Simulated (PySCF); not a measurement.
# CuF4 ([CuF4]-): the cost of one run

Programs: PySCF 2.14.0, with routines of our own; each step states its level. All values are computed. Atoms count from 0.

## (1) The starting structure

5 atoms, charge -1, states of the metal's open shell are computed; geometry from: model start, shaken.

## (2) Optimising the geometry at PBE0-D3(BJ)/def2-TZVP

Job settings and geometry (Å):

```
{"job": {"xc": "PBE0", "basis": "def2-TZVP", "d3": "d3bj", "grid": 1, "maxiter": 45, "kind": "geom"}, "charge": -1, "metal": "Cu", "open_shell": "d8"}
Cu     0.000020     0.004480    -0.004110
F      1.706640    -0.006820    -0.014870
F     -1.719100     0.020100    -0.007380
F     -0.009310     1.727350     0.005350
F      0.001580    -1.733960    -0.000440
```

The run is started by

```console
$ OMP_NUM_THREADS=1 python lf_run.py task.json out
```

One launch serves the whole session: the jobs run in the order shown.

**Question.** How long does this first job take on 1 thread of Intel Xeon 6975P-C, shared host, and how much memory does it need?

About 34 s, with a peak of 0.66 GiB.
